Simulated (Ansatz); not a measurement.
# Ir: response to strain

Aim: deform Ir (zz strain of +1 %) and compute stress, forces and field gradients with LAPW, PAW and all-electron datasets made for the crystal.

Method: DFT PBEsol, scalar-relativistic, in Ansatz 0.2.0.

2 further runs of the same task are left out: 2 set aside as unsound or not needed.

## Step 1: The structure to begin with

It takes space group Fm-3m (No. 225, cubic). The conventional cell has a = 3.839 Å, b = 3.839 Å, c = 3.839 Å, α = 90.00°, β = 90.00°, γ = 90.00°. Ir (site symmetry m-3m) is surrounded by 12 Ir at 2.71 Å.

Structure file:

```
CELL_PARAMETERS angstrom
0.00000 1.91970 1.91970
1.91970 0.00000 1.91970
1.91970 1.91970 0.00000
ATOMIC_POSITIONS crystal
Ir 0.00000 0.00000 0.00000
```

## Step 2: The deformed structure

Space group Fm-3m before, I4/mmm after.

## Step 3: Full-potential LAPW

The input, input.yaml:

```yaml
crystal:
  lattice:
    - [0.0, 1.9197, 1.938897]
    - [1.9197, 0.0, 1.938897]
    - [1.9197, 1.9197, 0.0]
  atoms:
    - { symbol: Ir, position: [0.0, 0.0, 0.0] }
kpoints:
  mp_grid: { grid: [18, 18, 18] }
  band_path:
    path:
      - [0.0, 0.0, 0.0]
      - [0.0, 0.5, 0.5]
      - [0.25, 0.75, 0.5]
      - [0.0, 0.5, 0.0]
      - [0.0, 0.0, 0.0]
      - [0.5, 0.5, 0.0]
      - [0.3725370062, 0.6274629938, 0.0]
      - [-0.3725370062, 0.3725370062, 0.0]
      - [0.0, 0.0, 0.0]
    npoints: 5
scf:
  occupations: { method: fermi_dirac, width: 0.05 }
hamiltonian:
  xc: pbesol
  pseudopotentials: { kind: all_electron, lapw: { basis_error: 0.0005 } }
output:
  forces: true
  stress: true
  eigenvalues: true
```

Launch:

```
> ansatz run input.yaml --threads 1 --pin off --max-ram 3072MiB --backend cpu --events-out ev --progress --plain --runs-dir out
```

## Step 4: PAW with frozen cores

The input, input.yaml:

```yaml
crystal:
  lattice:
    - [0.0, 1.9197, 1.938897]
    - [1.9197, 0.0, 1.938897]
    - [1.9197, 1.9197, 0.0]
  atoms:
    - { symbol: Ir, position: [0.0, 0.0, 0.0] }
kpoints:
  mp_grid: { grid: [18, 18, 18] }
scf:
  occupations: { method: fermi_dirac, width: 0.05 }
hamiltonian:
  xc: pbesol
  pseudopotentials: { kind: paw }
output:
  forces: true
  stress: true
  eigenvalues: true
  efg: { contact_densities: true }
```

## Step 5: All-electron PAW on datasets made for the crystal

input.yaml, as its differences from that of step 4:

```diff
@@ -13,3 +13,3 @@
   xc: pbesol
-  pseudopotentials: { kind: paw }
+  pseudopotentials: { kind: all_electron, datasets: crystal }
 output:
```

(Steps that only read results are left out.)

What does the calculation give? Wanted: pressure; largest shear or deviatoric stress.

The runs gave:

| quantity | value |
| --- | --- |
| pressure | LAPW -6.32, PAW -6.28, crystal datasets -6.31 GPa |
| largest shear or deviatoric stress (LAPW) | 2.56 GPa |

**Reading.** Against the undeformed cell the largest change of stress is -6.15 GPa, in the zz component. PAW: stress within 0.03 GPa of LAPW. Crystal datasets: stress within 0.01 GPa of LAPW. Spin-orbit coupling is left out, though the cell holds Ir; in elements this heavy it can shift bands and gaps by tenths of an eV.
